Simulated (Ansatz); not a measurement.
# AuCl (SMILES [Cl][Au]): one structure at several levels

An exercise on one series of results from a longer session: the logs are not shown, and one member is left open.

Computed with Ansatz 0.2.0, Gaussian basis. Level: single points in def2-TZVPP.

Cores are frozen in the correlated methods. Filled d shells of the heavier atoms are correlated. Core potentials replace the inner electrons past krypton, and spin-orbit coupling is left out.

### Where the work starts

SMILES `[Cl][Au]`, 2 atoms, charge 0, spin multiplicity 1.

Atoms are counted from 1 here; the program's logs count them from 0.

Bond lengths: Cl1–Au2 2.228 Å.

Geometry (Å):

```xyz
2
AuCl
Cl    0.96250   -0.36600    0.48130
Au   -0.94340    0.29220   -0.46700
```

Set-up of the first run:

run/in.yaml

```yaml
crystal:
  periodic: [false, false, false]
  atoms:
    - {symbol: Cl, position_ang: [0.962500, -0.366000, 0.481300]}
    - {symbol: Au, position_ang: [-0.943400, 0.292200, -0.467000]}
basis:
  gaussian: {orbitals: def2-TZVPP}
correlation: {method: ccsd_t}
output: {forces: true}
```

The command line of these runs was not kept.

Among the steps run: CCSD(T)/def2-TZVPP; PBE0-D4/def2-TZVPP; wB97M-V/def2-TZVPP; r2SCAN-D4/def2-TZVPP; PBE-D4/def2-TZVPP; LC-wPBE/def2-TZVPP; HSE06-D4/def2-TZVPP.

One table of the session follows, with a row left open; its other results are not shown here.

```
   method  RMS force component (eV/Å)  angle to CCSD(T) forces (°)  dipole (D)
  CCSD(T)                       0.026                    reference        3.98
  PBE0-D4                       0.062                          0.0        3.87
  wB97M-V                           ?                            ?           ?
r2SCAN-D4                       0.147                          0.0        3.54
   PBE-D4                       0.029                          0.0        3.20
  LC-wPBE                       0.108                          0.0        4.58
 HSE06-D4                       0.067                          0.0        3.84
```

Estimate the missing values for wB97M-V.

**Answer.** RMS force component (eV/Å): 0.093; angle to CCSD(T) forces (°): 180.0; dipole (D): 4.30. In the column «RMS force component (eV/Å)» it lies between HSE06-D4 (0.067) and LC-wPBE (0.108).
